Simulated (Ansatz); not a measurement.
**GeAsH₅ (SMILES [GeH3][AsH2]): single points off equilibrium**

An exercise on one series of results from a longer session: the logs are not shown, and one member is left open.

Program: Ansatz 0.2.0, Gaussian basis. Level of theory: single points in def2-TZVPP. These are calculated values, not measurements.

Cores are frozen in the correlated methods. Filled d shells of the heavier atoms are correlated.

### Where the work starts

SMILES `[GeH3][AsH2]`, 7 atoms, charge 0, spin multiplicity 1.

Atoms are counted from 1 here; the program's logs count them from 0.

Bond lengths: Ge1–As2 2.345 Å, Ge1–H3 1.499 Å, Ge1–H4 1.498 Å, Ge1–H5 1.536 Å, As2–H6 1.504 Å, As2–H7 1.522 Å. Angles: As2–Ge1–H3 117.6°, As2–Ge1–H4 112.8°, As2–Ge1–H5 112.9°, H3–Ge1–H4 104.2°, H3–Ge1–H5 103.9°, H4–Ge1–H5 104.1°, Ge1–As2–H6 91.6°, Ge1–As2–H7 90.6°, H6–As2–H7 89.5°.

Coordinates:

```xyz
7
AsGeH5
Ge   -0.37860   -0.55720   -0.45120
As    0.67050    1.47100    0.08420
H    -0.57150   -1.55190    0.65370
H    -1.75140   -0.36820   -1.02090
H     0.37000   -1.34930   -1.53370
H    -0.13600    1.60250    1.34710
H     1.74560    0.72750    0.86320
```

Set-up of the first run:

Input file run/in.yaml:

```yaml
crystal:
  periodic: [false, false, false]
  atoms:
    - {symbol: Ge, position_ang: [-0.378600, -0.557200, -0.451200]}
    - {symbol: As, position_ang: [0.670500, 1.471000, 0.084200]}
    - {symbol: H, position_ang: [-0.571500, -1.551900, 0.653700]}
    - {symbol: H, position_ang: [-1.751400, -0.368200, -1.020900]}
    - {symbol: H, position_ang: [0.370000, -1.349300, -1.533700]}
    - {symbol: H, position_ang: [-0.136000, 1.602500, 1.347100]}
    - {symbol: H, position_ang: [1.745600, 0.727500, 0.863200]}
basis:
  gaussian: {orbitals: def2-TZVPP}
correlation: {method: ccsd_t}
output: {forces: true}
```

The command line of these runs was not kept.

Steps of the session up to this table: CCSD(T)/def2-TZVPP; PBE0-D4/def2-TZVPP; wB97M-V/def2-TZVPP; r2SCAN-D4/def2-TZVPP; PBE-D4/def2-TZVPP; B97M-V/def2-TZVPP; LC-wPBE/def2-TZVPP.

One table of the session follows, with a row left open; its other results are not shown here.

| method | RMS force component (eV/Å) | angle to CCSD(T) forces (°) | dipole (D) |
| --- | --- | --- | --- |
| CCSD(T) | 0.401 | reference | 0.47 |
| PBE0-D4 | ? | ? | ? |
| wB97M-V | 0.391 | 1.8 | 0.45 |
| r2SCAN-D4 | 0.393 | 6.9 | 0.48 |
| PBE-D4 | 0.468 | 24.5 | 0.46 |
| B97M-V | 0.407 | 7.6 | 0.53 |
| LC-wPBE | 0.357 | 14.9 | 0.49 |

Estimate the missing values for PBE0-D4.

**Answer.** RMS force component (eV/Å): 0.407; angle to CCSD(T) forces (°): 9.6; dipole (D): 0.47.
